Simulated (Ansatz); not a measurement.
# C4H8O3: one species, many methods

The task here is to estimate one member of a computed series from the others.

Computed with Ansatz 0.2.0, Gaussian basis. Level: functionals in def2-TZVPP, the program's frozen cores in correlated methods.

Plan: PBE-D4, r2SCAN-D4, PBE0-D4, B3LYP-D4, ωB97X-V, ωB97M-V, B2PLYP; CCSD(T)/def2-TZVPP; MP2/def2-QZVPP; extrapolation to the limit.

**The geometry**

The geometry comes from an earlier relaxation with PBE0-D4 in a triple-zeta def2 set; it is a stationary point, not always the lowest conformer.

SMILES `COCOC(C)=O`, 15 atoms, charge 0, spin multiplicity 1.

Atoms are counted from 1 here; the program's logs count them from 0.

Bond lengths: C1–O2 1.410 Å, C1–H8 1.098 Å, C1–H9 1.089 Å, C1–H10 1.094 Å, O2–C3 1.375 Å, C3–O4 1.428 Å, C3–H11 1.088 Å, C3–H12 1.096 Å, O4–C5 1.353 Å, C5–C6 1.497 Å, C5–O7 1.198 Å, C6–H13 1.091 Å, C6–H14 1.092 Å, C6–H15 1.087 Å. Angles: O2–C1–H8 111.0°, O2–C1–H9 107.0°, O2–C1–H10 111.6°, H8–C1–H9 109.1°, H8–C1–H10 108.9°, H9–C1–H10 109.2°, C1–O2–C3 113.9°, O2–C3–O4 111.9°, O2–C3–H11 107.4°, O2–C3–H12 111.8°, O4–C3–H11 109.5°, O4–C3–H12 104.3°, H11–C3–H12 112.0°, C3–O4–C5 116.6°, O4–C5–C6 110.5°, O4–C5–O7 124.0°, C6–C5–O7 125.5°, C5–C6–H13 110.3° and more.

Geometry (Å):

```xyz
15
C4H8O3
C    -0.8897    1.6373   -1.5259
O    -1.3877    0.3781   -1.1325
C    -0.4387   -0.6163   -1.1161
O     0.5188   -0.4220   -0.0752
C     0.2291   -0.9750    1.1246
C     1.2618   -0.5968    2.1397
O    -0.7238   -1.6715    1.3277
H    -0.4167    1.5811   -2.5149
H    -1.7409    2.3149   -1.5759
H    -0.1619    2.0260   -0.8071
H    -0.9579   -1.5600   -0.9597
H     0.1577   -0.6241   -2.0356
H     2.2622   -0.8081    1.7588
H     1.2053    0.4776    2.3288
H     1.0825   -1.1413    3.0633
```

Set-up of the first run:

The input, in.yaml:

```yaml
crystal:
  periodic: [false, false, false]
  atoms:
    - {symbol: C, position_ang: [-0.889747, 1.637287, -1.525945]}
    - {symbol: O, position_ang: [-1.387741, 0.378145, -1.132499]}
    - {symbol: C, position_ang: [-0.438720, -0.616283, -1.116114]}
    - {symbol: O, position_ang: [0.518761, -0.421951, -0.075247]}
    - {symbol: C, position_ang: [0.229150, -0.974996, 1.124643]}
    - {symbol: C, position_ang: [1.261837, -0.596770, 2.139726]}
    - {symbol: O, position_ang: [-0.723822, -1.671454, 1.327674]}
    - {symbol: H, position_ang: [-0.416655, 1.581065, -2.514920]}
    - {symbol: H, position_ang: [-1.740950, 2.314879, -1.575870]}
    - {symbol: H, position_ang: [-0.161875, 2.025958, -0.807074]}
    - {symbol: H, position_ang: [-0.957897, -1.559992, -0.959669]}
    - {symbol: H, position_ang: [0.157676, -0.624072, -2.035610]}
    - {symbol: H, position_ang: [2.262155, -0.808126, 1.758824]}
    - {symbol: H, position_ang: [1.205300, 0.477627, 2.328772]}
    - {symbol: H, position_ang: [1.082527, -1.141317, 3.063308]}
basis:
  gaussian: {orbitals: def2-TZVPP}
hamiltonian: {xc: pbe, dispersion: d4}
output: {forces: true, orbitals: {seedname: orbitals}}
```

Launch:

```console
$ ansatz run in.yaml --threads 2 --pin off --events-out ev --progress --plain --max-ram 22528MiB --backend cuda --devices 0, --max-vram 18GiB
```

Steps of the session up to this table: PBE-D4 (GGA); r2SCAN-D4 (meta-GGA); PBE0-D4 (hybrid); B3LYP-D4 (hybrid); ωB97X-V (range-separated); ωB97M-V (range-separated); B2PLYP (double hybrid); CCSD(T) in def2-TZVPP; MP2 in def2-QZVPP.

One of the session's tables, all rows but one given; the rest of the session is left out.

It belongs to the step «Atomisation energies». 

```
            method  atoms, summed (eV)  atomisation energy (kcal/mol)
            PBE-D4          -10346.036                         1521.9
         r2SCAN-D4          -10354.121                         1482.3
           PBE0-D4          -10348.098                         1483.0
          B3LYP-D4          -10360.571                         1474.6
           ωB97X-V                   ?                              ?
           ωB97M-V          -10355.836                         1480.3
            B2PLYP          -10352.647                         1461.5
     HF/def2-TZVPP          -10318.973                         1044.6
    MP2/def2-TZVPP          -10337.734                         1471.1
   CCSD/def2-TZVPP          -10341.311                         1411.7
CCSD(T)/def2-TZVPP          -10341.764                         1437.2
           MP2/CBS          -10341.376                         1508.3
       CCSD(T)/CBS          -10345.407                         1474.4
```

**Question.** Estimate the row for ωB97X-V.

The run gave: atoms, summed (eV): -10356.534; atomisation energy (kcal/mol): 1478.8. In the column «atoms, summed (eV)» it lies between B3LYP-D4 (-10360.571) and ωB97M-V (-10355.836).
